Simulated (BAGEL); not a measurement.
**HF/6-31G(d) (density fitting with qzvpp-jkfit, spherical functions) run of CH6Ge (GeMeH3)**

Aim: the energy change on altering one bond length of CH6Ge (GeMeH3) at HF/6-31G* (density fitting with qzvpp-jkfit, spherical functions), from 2 runs. 

Program for the calculation: BAGEL 1.2.2.

5 further runs of the same task are left out: 4 that didn't finish, 1 set aside as unsound or not needed.

## (1) The structure to begin with

CH6Ge: 8 atoms, total charge 0, spin state singlet. As SMILES, `[H][Ge]([H])([H])[CH3]`. The shape comes from GFN2-xTB, which is rough for such elements, and wasn't checked as a minimum.

Bond lengths: Ge1–C2 1.959 Å, C2–H3 1.087 Å, C2–H4 1.087 Å, C2–H5 1.087 Å, Ge1–H6 1.494 Å, Ge1–H7 1.494 Å, Ge1–H8 1.494 Å. Some angles: Ge1–C2–H3 110.7°, Ge1–C2–H4 110.8°, Ge1–C2–H5 110.7°, C2–Ge1–H6 111.5°, C2–Ge1–H7 111.4°, C2–Ge1–H8 111.5°, H3–C2–H4 108.1°, H3–C2–H5 108.2°, H4–C2–H5 108.2°, H6–Ge1–H7 107.4°.

## (2) The energy at HF/6-31G(d) (density fitting with qzvpp-jkfit, spherical functions)

Contents of hf.json:

```json
{ "bagel" : [

{
  "title" : "molecule",
  "basis" : "6-31gs.json",
  "df_basis" : "qzvpp-jkfit",
  "angstrom" : "true",
  "geometry" : [
    { "atom" : "Ge", "xyz" : [      -0.001790,       0.003060,      -0.918760 ] },
    { "atom" : "C", "xyz" : [       0.002110,      -0.003460,       1.039910 ] },
    { "atom" : "H", "xyz" : [      -1.012610,       0.042810,       1.427220 ] },
    { "atom" : "H", "xyz" : [       0.551360,       0.851350,       1.426950 ] },
    { "atom" : "H", "xyz" : [       0.469820,      -0.908130,       1.420480 ] },
    { "atom" : "H", "xyz" : [       1.387410,      -0.023360,      -1.468660 ] },
    { "atom" : "H", "xyz" : [      -0.674200,       1.223080,      -1.459350 ] },
    { "atom" : "H", "xyz" : [      -0.722100,      -1.185340,      -1.467790 ] }
  ]
},

{
  "title" : "hf",
  "charge" : 0
},

{
  "title" : "print",
  "file" : "orbitals.molden",
  "orbitals" : "true"
}

]}
```

The basis set 6-31G* is read from a file made from the Basis Set Exchange's data (not shown).

The run is started by

```console
$ BAGEL_NUM_THREADS=1 BAGEL hf.json > hf.out
```

The log of the run:

```text
* using 1 threads per process

  ===============================================================
  ===============================================================

  *** Geometry ***

  { "atom" : "Ge", "xyz" : [     -0.003383,      0.005783,     -1.736205 ] },
  { "atom" : "C", "xyz" : [      0.003987,     -0.006538,      1.965145 ] },
  { "atom" : "H", "xyz" : [     -1.913556,      0.080899,      2.697055 ] },
  { "atom" : "H", "xyz" : [      1.041919,      1.608818,      2.696545 ] },
  { "atom" : "H", "xyz" : [      0.887831,     -1.716117,      2.684318 ] },
  { "atom" : "H", "xyz" : [      2.621825,     -0.044144,     -2.775365 ] },
  { "atom" : "H", "xyz" : [     -1.274053,      2.311286,     -2.757772 ] },
  { "atom" : "H", "xyz" : [     -1.364571,     -2.239968,     -2.773721 ] },

  Number of auxiliary basis functions:      449

  Since a DF basis is specified, we compute 2- and 3-index integrals:
    o Being stored without compression. Storage requirement is 0.012 GB

  Number of basis functions:       58
  Number of electrons      :       44

    * METHOD: MOLECULE                             0.16

  *** RHF ***

  === Nuclear Repulsion ===
   120.8322872398

      * DIIS with orbital gradients will be used.

  === RHF iteration (6-31gs.json) ===
      0      -2116.36151113          0.01349363           0.03
      1      -2116.41012468          0.00519472           0.03
      2      -2116.41776971          0.00139332           0.03
      3      -2116.41841748          0.00021706           0.03
      4      -2116.41842702          0.00005664           0.03
      5      -2116.41842834          0.00000668           0.03
      6      -2116.41842837          0.00000135           0.03
      7      -2116.41842837          0.00000027           0.03
      8      -2116.41842837          0.00000005           0.03
      9      -2116.41842837          0.00000002           0.03
     10      -2116.41842837          0.00000000           0.03
    * SCF iteration converged.

    * Permanent dipole moment:
           (   -0.000569,     0.000821,    -0.255732) a.u.

    * METHOD: HF                                   0.51

    * METHOD: PRINT                                0.01

  ===============================================================
```

Run time: 0.84 s. Hardware: 1 thread of Arm Neoverse V2, shared host; peak memory 0.084 GiB.

## (3) The distorted shape at the same level

Contents of input.json:

```json
{ "bagel": [

{
  "title": "molecule",
  "basis": "6-31gs.json",
  "df_basis": "qzvpp-jkfit",
  "angstrom": true,
  "geometry": [
    { "atom": "Ge", "xyz": [       0.805112,      -1.460982,      -0.270044 ] },
    { "atom": "C", "xyz": [       0.809012,      -1.467502,       1.688626 ] },
    { "atom": "H", "xyz": [      -0.205708,      -1.421232,       2.075936 ] },
    { "atom": "H", "xyz": [       1.358262,      -0.612692,       2.075666 ] },
    { "atom": "H", "xyz": [       1.276722,      -2.372172,       2.069196 ] },
    { "atom": "H", "xyz": [       2.194312,      -1.487402,      -0.819944 ] },
    { "atom": "H", "xyz": [      -0.674200,       1.223080,      -1.459350 ] },
    { "atom": "H", "xyz": [       0.084802,      -2.649382,      -0.819074 ] }
  ]
},

{ "title": "hf", "charge": 0 },

{ "title": "print", "file": "orbitals.molden", "orbitals": true }

]}
```

The basis set 6-31G* is read from a file made from the Basis Set Exchange's data (not shown).

The run is started by

```console
$ BAGEL_NUM_THREADS=1 BAGEL input.json > input.out
```

The log of the run:

```text
* using 1 threads per process

  ===============================================================
  ===============================================================

  *** Geometry ***

  { "atom" : "Ge", "xyz" : [      1.521441,     -2.760856,     -0.510309 ] },
  { "atom" : "C", "xyz" : [      1.528811,     -2.773177,      3.191041 ] },
  { "atom" : "H", "xyz" : [     -0.388732,     -2.685739,      3.922950 ] },
  { "atom" : "H", "xyz" : [      2.566743,     -1.157820,      3.922440 ] },
  { "atom" : "H", "xyz" : [      2.412655,     -4.482755,      3.910214 ] },
  { "atom" : "H", "xyz" : [      4.146649,     -2.810782,     -1.549470 ] },
  { "atom" : "H", "xyz" : [     -1.274053,      2.311286,     -2.757772 ] },
  { "atom" : "H", "xyz" : [      0.160253,     -5.006606,     -1.547826 ] },

  Number of auxiliary basis functions:      449

  Since a DF basis is specified, we compute 2- and 3-index integrals:
    o Being stored without compression. Storage requirement is 0.012 GB

  Number of basis functions:       58
  Number of electrons      :       44

    * METHOD: MOLECULE                             0.16

  *** RHF ***

  === Nuclear Repulsion ===
   113.9483927440

      * DIIS with orbital gradients will be used.

  === RHF iteration (6-31gs.json) ===
      0      -2116.16532340          0.01352683           0.03
      1      -2116.22644333          0.00583687           0.03
      2      -2116.23690779          0.00165315           0.03
      3      -2116.23780021          0.00052056           0.03
      4      -2116.23786738          0.00008130           0.03
      5      -2116.23787284          0.00002174           0.03
      6      -2116.23787322          0.00000952           0.03
      7      -2116.23787327          0.00000244           0.03
      8      -2116.23787328          0.00000051           0.03
      9      -2116.23787328          0.00000018           0.03
     10      -2116.23787328          0.00000007           0.03
     11      -2116.23787328          0.00000002           0.03
     12      -2116.23787328          0.00000001           0.03
    * SCF iteration converged.

    * Permanent dipole moment:
           (   -0.702126,     1.275720,    -0.938914) a.u.

    * METHOD: HF                                   0.56

    * METHOD: PRINT                                0.01

  ===============================================================
```

Run time: 0.91 s. Hardware: 1 thread of Arm Neoverse V2, shared host; peak memory 0.084 GiB.

## (4) Results

Level: HF/6-31G* (density fitting with qzvpp-jkfit, spherical functions).

```
                                                          quantity           value
                                         first shape: total energy  -2116.41843 Eh
                                        first shape: dipole moment          0.65 D
                                          first shape: HOMO energy       -11.92 eV
                                          first shape: LUMO energy         4.02 eV
                                        first shape: HOMO–LUMO gap        15.94 eV
                                     distorted shape: total energy  -2116.23787 Eh
                                    distorted shape: dipole moment          4.40 D
                                      distorted shape: HOMO energy        -7.55 eV
                                      distorted shape: LUMO energy        -0.35 eV
                                    distorted shape: HOMO–LUMO gap         7.20 eV
energy change with the Ge1–H7 bond stretched from 1.494 to 3.287 Å        4.913 eV
```

In words: One bond (distorted shape) is far stretched, which a spin-restricted single reference describes badly; a broken-symmetry solution may lie lower. With the Ge1–H7 bond stretched from 1.494 to 3.287 Å the energy rises by 4.91 eV (474 kJ/mol). The first shape isn't relaxed at this level, so the change isn't measured from a minimum. A restricted reference can't describe the breaking bond well at this length.
